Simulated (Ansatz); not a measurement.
# GaH₆NSi: a ladder of functionals and wavefunction methods

An exercise on one series of results from a longer session: the logs are not shown, and one member is left open.

The runs use Ansatz 0.2.0, Gaussian basis; functionals in def2-TZVPP, the program's frozen cores in correlated methods.

Levels to be run: LDA (SPW92), PBE-D4, revPBE-D4, BLYP-D4, r2SCAN-D4, B97M-V, PBE0-D4, B3LYP-D4, r2SCANh-D4, r2SCAN0-D4, HSE06-D4, BHLYP-D4, CAM-B3LYP-D4, LC-ωPBE, ωB97X-V, ωB97M-V, B2PLYP, PBE-QIDH; CCSD(T)/def2-SVP; CCSD(T)/def2-TZVPP; MP2/def2-QZVPP; extrapolation to the limit; RPA on PBE.

### The relaxed structure

All runs share one geometry, relaxed beforehand with PBE0-D4 in a triple-zeta def2 set.

SMILES `N[SiH2][GaH2]`, 9 atoms, charge 0, spin multiplicity 1.

Atoms are counted from 1 here; the program's logs count them from 0.

Bond lengths: N1–Si2 1.727 Å, N1–H4 1.007 Å, N1–H5 1.008 Å, Si2–Ga3 2.410 Å, Si2–H6 1.491 Å, Si2–H7 1.502 Å, Ga3–H8 1.578 Å, Ga3–H9 1.574 Å. Angles: Si2–N1–H4 119.3°, Si2–N1–H5 120.3°, H4–N1–H5 110.8°, N1–Si2–Ga3 109.2°, N1–Si2–H6 107.7°, N1–Si2–H7 115.1°, Ga3–Si2–H6 111.5°, Ga3–Si2–H7 108.3°, H6–Si2–H7 104.9°, Si2–Ga3–H8 121.0°, Si2–Ga3–H9 121.9°, H8–Ga3–H9 117.1°.

The first run:

The input, in.yaml:

```yaml
crystal:
  periodic: [false, false, false]
  atoms:
    - {symbol: N, position_ang: [-0.982052, 0.631857, -1.185852]}
    - {symbol: Si, position_ang: [0.394797, 0.666430, -0.143159]}
    - {symbol: Ga, position_ang: [0.327025, -1.243278, 1.326138]}
    - {symbol: H, position_ang: [-1.294170, -0.248909, -1.561056]}
    - {symbol: H, position_ang: [-1.139668, 1.377281, -1.845788]}
    - {symbol: H, position_ang: [0.354279, 1.946369, 0.620623]}
    - {symbol: H, position_ang: [1.723691, 0.675899, -0.842721]}
    - {symbol: H, position_ang: [-0.578922, -2.491823, 0.994405]}
    - {symbol: H, position_ang: [1.195019, -1.313835, 2.637421]}
basis:
  gaussian: {orbitals: def2-TZVPP}
hamiltonian: {xc: lda}
output: {orbitals: {seedname: orbitals}}
```

Launch:

```
ansatz run in.yaml --threads 2 --pin off --events-out ev --progress --plain --max-ram 4352MiB
```

Among the steps run: LDA; PBE-D4 (GGA); revPBE-D4 (GGA); BLYP-D4 (GGA); r2SCAN-D4 (meta-GGA); B97M-V (meta-GGA); B3LYP-D4 (hybrid); r2SCANh-D4 (hybrid); r2SCAN0-D4 (hybrid); HSE06-D4 (hybrid); BHLYP-D4 (hybrid); CAM-B3LYP-D4 (range-separated); LC-ωPBE (range-separated); ωB97X-V (range-separated); ωB97M-V (range-separated); B2PLYP (double hybrid); PBE-QIDH (double hybrid).

One of the session's tables, all rows but one given; the rest of the session is left out.

| functional | HOMO (eV) | LUMO (eV) | gap (eV) |
| --- | --- | --- | --- |
| LDA (SPW92) | -5.97 | -3.00 | 2.96 |
| PBE-D4 | -5.86 | -2.75 | 3.11 |
| revPBE-D4 | -5.82 | -2.64 | 3.18 |
| BLYP-D4 | -5.76 | -2.69 | 3.07 |
| r2SCAN-D4 | -6.15 | -2.53 | 3.62 |
| B97M-V | -6.28 | -2.75 | 3.53 |
| PBE0-D4 | -7.12 | -1.96 | 5.16 |
| B3LYP-D4 | -6.92 | -2.22 | 4.71 |
| r2SCANh-D4 | ? | ? | ? |
| r2SCAN0-D4 | -7.30 | -1.83 | 5.46 |
| HSE06-D4 | -6.72 | -2.32 | 4.40 |
| BHLYP-D4 | -8.20 | -1.19 | 7.01 |
| CAM-B3LYP-D4 | -8.43 | -1.04 | 7.39 |
| LC-ωPBE | -9.74 | 0.14 | 9.88 |
| ωB97X-V | -9.42 | -0.01 | 9.40 |
| ωB97M-V | -9.24 | -0.23 | 9.00 |

**Question.** Estimate the row for r2SCANh-D4.

Worked estimate for «HOMO (eV)». Against the share of exact exchange, r2SCAN-D4 (0, -6.15), r2SCAN0-D4 (0.25, -7.30) give a slope of -4.60 per unit share; at 0.1 the line stands at -6.61.

**Answer.** HOMO (eV): -6.62; LUMO (eV): -2.25; gap (eV): 4.37. In «HOMO (eV)» the line misses by +0.01.
